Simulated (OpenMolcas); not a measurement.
# Mo⁵⁺ among point charges: CASSCF and CASPT2 levels and susceptibility

Aim: the splitting of the states of Mo⁵⁺ in the field of 6 point charges, its lowest levels with spin-orbit coupling and its magnetic susceptibility.

Program: OpenMolcas 26.06. Level of theory: state-averaged CASSCF and CASPT2, spin-orbit coupling by RASSI with atomic mean-field integrals. These are calculated values, not measurements, unless marked.

**1. Starting point**

- Species: Mo⁵⁺ (molybdenum, Z = 42, 37 electrons)
- Basis: ANO-RCC-VDZP [6s5p3d1f], 43 functions
- Scalar Hamiltonian: DKH2, point nucleus
- Inactive shells: 1s 2s 2p 3s 3p 3d 4s 4p
- Active space: 1 electron in 5 orbitals (4d)
- Some configurations of this space: 4d
- Orbitals: optimised for each spin and parity, averaged over all roots

Outer shells as boxes (Hund's rule):

4d
```
4d [↑ ][  ][  ][  ][  ]
```

The ion sits among 6 point charges of -1.5 e arranged as an octahedron (Oh), 1.9 Å from the ion.

The work runs as a chain of OpenMolcas steps in one folder; each step below is one input file. Labels, J, g values, rates, χT and fits are worked out afterwards by a script from the matrices that RASSI stores. The input lists half of the charges; inversion (Group=XYZ) makes the rest.

**2. GATEWAY and SEWARD: basis and integrals**

a.inp

```
&GATEWAY
Coord
1

Mo 0.0 0.0 0.0
Basis=ANO-RCC-VDZP
Group=XYZ
NoMove
AngMom=0.0 0.0 0.0
AMFI
XField
3 Angstrom 0
1.900000 0.000000 0.000000 -1.500000
0.000000 1.900000 0.000000 -1.500000
0.000000 0.000000 1.900000 -1.500000
&SEWARD
```

Command:

```console
> OMP_NUM_THREADS=1 MOLCAS_MEM=1689 MOLCAS_PROJECT=a pymolcas a.inp > a.log
```

**3. CASSCF: doublets of even parity, 5 roots**

a.inp

```
&RASSCF
FileOrb=start.orb
Symmetry=1
Spin=2
nActEl=1 0 0
Inactive=9 9
Ras2=5 0
CIRoot=5 5 1
SDav=5
CIMx=300
Iter=120 100
PrWF=0.3
OrbListing=Nothing
MaxOrb=0
>>> COPY $Project.JobIph JOB001
```

start.orb holds the contracted functions of the basis, ordered by shell, or the orbitals of the step before.

**4. RASSI: spin-orbit coupling between the states**

a.inp

```
&RASSI
NrOfJobIphs=1 5
1 2 3 4 5
IphNames
JOB001
EJob
SpinOrbit
DIPRint=1.0
SOCoupling=1000.0
Subsets=2
Property=9
'ANGMOM' 1 'ANGMOM' 2 'ANGMOM' 3 'MLTPL  1' 1 'MLTPL  1' 2 'MLTPL  1' 3
'AMFI' 1 'AMFI' 2 'AMFI' 3
SOProperty=3
'ANGMOM' 1 'ANGMOM' 2 'ANGMOM' 3
```

**5. CASPT2: IPEA 0.25, imaginary shift 0.1 (closed shells correlated: 4s 4p)**

a.inp

```
>>> COPY JOB001 $Project.JobIph
&CASPT2
Multistate=5 1 2 3 4 5
NoMult
Frozen=8 6
IPEA=0.25
Imaginary=0.1
MaxIter=60
WThr=0.0 0.3 0.05
PrWF=0.5
NoMix
```

(Steps that only read results are left out.)

Before running it: what results should come out? Wanted: spin-free ground state; first state of the same spin within the active space; lowest level; next level.

**Answer**, as computed:

| quantity | value |
| --- | --- |
| method | SS-CASPT2, IPEA 0.25, imaginary shift 0.1 (closed shells correlated: 4s 4p) |
| spin-free ground state | 2T2, 3-fold in its orbital part |
| first state of the same spin within the active space | 2E at 9100 cm⁻¹ |
| lowest level | 4-fold Γ8 |
| next level | 1642.2 cm⁻¹ |
| χT at 300 K | 0.12 cm³ K/mol |
| effective moment at 300 K | 0.99 μB |

Cost by method:

```
                                              method  time of its own steps  time with the reference
                                           A. CASSCF                  1.6 s                    1.6 s
B. SS-CASPT2, IPEA 0.25, imaginary shift 0.1, +4s 4p                 0.52 s                    2.1 s
```

Times are of one thread on a shared host.

The spin-free ground state (2T2) comes to 100 % from free-ion D terms and keeps the highest spin of the shell. χT at 300 K is 0.12, against 0.38 cm³ K/mol for the spin alone, so orbital moment lowers it. A ligand-field fit to the states below 45000 cm-1 gives 10Dq = 9103 cm-1, the gap between the two states. CASPT2 does not keep the components of a term degenerate, and the means are used. The field of point charges can differ much from that of real complexes. Point charges carry no covalency, so the field is a model and not that of real ligands.
